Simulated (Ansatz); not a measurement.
# CH₄FGeO radical: basis-set convergence

An exercise on one series of results from a longer session: the logs are not shown, and one member is left open.

Program: Ansatz 0.2.0, Gaussian basis. Level of theory: one geometry, several basis sets. These are calculated values, not measurements.

Plan: PBE0-D4/def2-SVP; ωB97M-V/def2-SVP; PBE0-D4/def2-QZVPP; ωB97M-V/def2-QZVPP; the functionals' def2-TZVPP values are taken from earlier runs.

## The geometry

All runs share one geometry, relaxed beforehand with PBE0-D4 in a triple-zeta def2 set.

SMILES `C[O][GeH][F]`, 8 atoms, charge 0, spin multiplicity 2.

Atoms are counted from 1 here; the program's logs count them from 0.

Bond lengths: C1–O2 1.410 Å, C1–H5 1.092 Å, C1–H6 1.098 Å, C1–H7 1.095 Å, O2–Ge3 1.771 Å, Ge3–F4 1.737 Å, Ge3–H8 1.571 Å. Angles: O2–C1–H5 107.6°, O2–C1–H6 112.6°, O2–C1–H7 111.5°, H5–C1–H6 108.0°, H5–C1–H7 108.3°, H6–C1–H7 108.6°, C1–O2–Ge3 120.4°, O2–Ge3–F4 102.0°, O2–Ge3–H8 108.8°, F4–Ge3–H8 106.6°.

Set-up of the first run:

File in.yaml:

```yaml
crystal:
  periodic: [false, false, false]
  atoms:
    - {symbol: C, position_ang: [-0.646747, 0.988368, 0.246806]}
    - {symbol: O, position_ang: [-0.463155, -0.158263, -0.553589]}
    - {symbol: Ge, position_ang: [0.572425, -1.482198, 0.003798]}
    - {symbol: F, position_ang: [0.750625, -2.433492, -1.438156]}
    - {symbol: H, position_ang: [-0.989424, 1.795033, -0.404727]}
    - {symbol: H, position_ang: [0.280796, 1.315991, 0.733933]}
    - {symbol: H, position_ang: [-1.406966, 0.822682, 1.017341]}
    - {symbol: H, position_ang: [1.994746, -0.905222, 0.338895]}
basis:
  gaussian: {orbitals: def2-SVP}
magnetization: {spin_polarized: true, initial_magnetization: 1}
hamiltonian: {xc: pbe0, dispersion: d4}
output: {orbitals: {seedname: orbitals}}
```

Launch:

```console
ansatz run in.yaml --threads 4 --pin off --events-out ev --progress --plain --max-ram 10444MiB
```

Steps of the session up to this table: PBE0-D4 in def2-SVP; ωB97M-V in def2-SVP; PBE0-D4 in def2-QZVPP; ωB97M-V in def2-QZVPP.

One of the session's tables, all rows but one given; the rest of the session is left out.

It belongs to the step «Functionals by basis». 

| functional | basis | HOMO (eV) | LUMO (eV) |
| --- | --- | --- | --- |
| PBE0-D4 | def2-SVP | ? | ? |
| PBE0-D4 | def2-TZVPP | -6.71 | -3.27 |
| PBE0-D4 | def2-QZVPP | -6.75 | -3.33 |
| ωB97M-V | def2-SVP | -8.64 | -1.32 |
| ωB97M-V | def2-TZVPP | -8.76 | -1.44 |
| ωB97M-V | def2-QZVPP | -8.82 | -1.55 |

**Question.** Estimate the row for PBE0-D4, def2-SVP.

**Answer.** HOMO (eV): -6.60; LUMO (eV): -3.21. In the column «HOMO (eV)» it is the highest.
